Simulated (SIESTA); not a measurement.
Crystal: Al3Pt2.

```
Pt Al
1.0
     4.20714    0.00000    0.00000
    -2.10357    3.64349    0.00000
     0.00000    0.00000    5.18896
Pt Al
2 3
Cartesian
  2.1036 1.2145 4.3269
  0.0000 2.4290 0.8620
  2.1036 1.2145 1.8326
  0.0000 2.4290 3.3564
  0.0000 0.0000 0.0000
```

The cell comes from a database or a generator and needn't be the stable form of this composition.

```yaml
Program: SIESTA 5.4.2
Task: single point
Functional: PBEsol
Potentials_or_basis: PseudoDojo 0.4 standard (PBEsol files)
Basis: DZP (energy shift 0.003 Ry; two zetas on semicore shells)
Grid_cutoff: 800 Ry
Energy_shift: 0.003 Ry
k_mesh: 7 × 7 × 5
Occupations: fermi-dirac, width 0.05 eV
Spin: no spin polarisation
```

On this cell: pressure 0.6 GPa; largest force 0.035 eV/Å; band gap on the k mesh none (metal or under the smearing width).

The same run follows on a disturbed copy (atoms moved at random, drawn with an rms of 0.05 Å):

```xyz
5
Lattice="4.2071 0.0000 0.0000 -2.1036 3.6435 0.0000 0.0000 0.0000 5.1890" Properties=species:S:1:pos:R:3 pbc="T T T"
Pt    2.0940    1.1889    4.3306
Pt    0.0063    2.4208    0.8998
Al    2.1146    1.2603    1.8245
Al    0.0121    2.4222    3.3192
Al   -0.0061   -0.0060   -0.0235
```

Question: What does the disturbed cell give?

Answer: The energy (extrapolated to zero smearing) moves by +8.5 meV/atom; pressure 0.9 GPa; largest force 0.869 eV/Å; band gap on the k mesh none (metal or under the smearing width).

Forces on the atoms (eV/Å):
```
Pt   0.103  0.166  0.001
Pt  -0.059  0.154 -0.853
Al  -0.038 -0.333  0.085
Al  -0.083  0.038  0.731
Al   0.077 -0.026  0.036
```

Stress tensor (GPa, compression positive):
```
 0.80 -0.04 -0.10
-0.04 -0.38 -0.27
-0.10 -0.27  2.15
```

Caveats: short orbitals over semicore shells can move pressures by several GPa; the basis of atomic orbitals isn't converged, which shifts pressures, moduli and gaps.
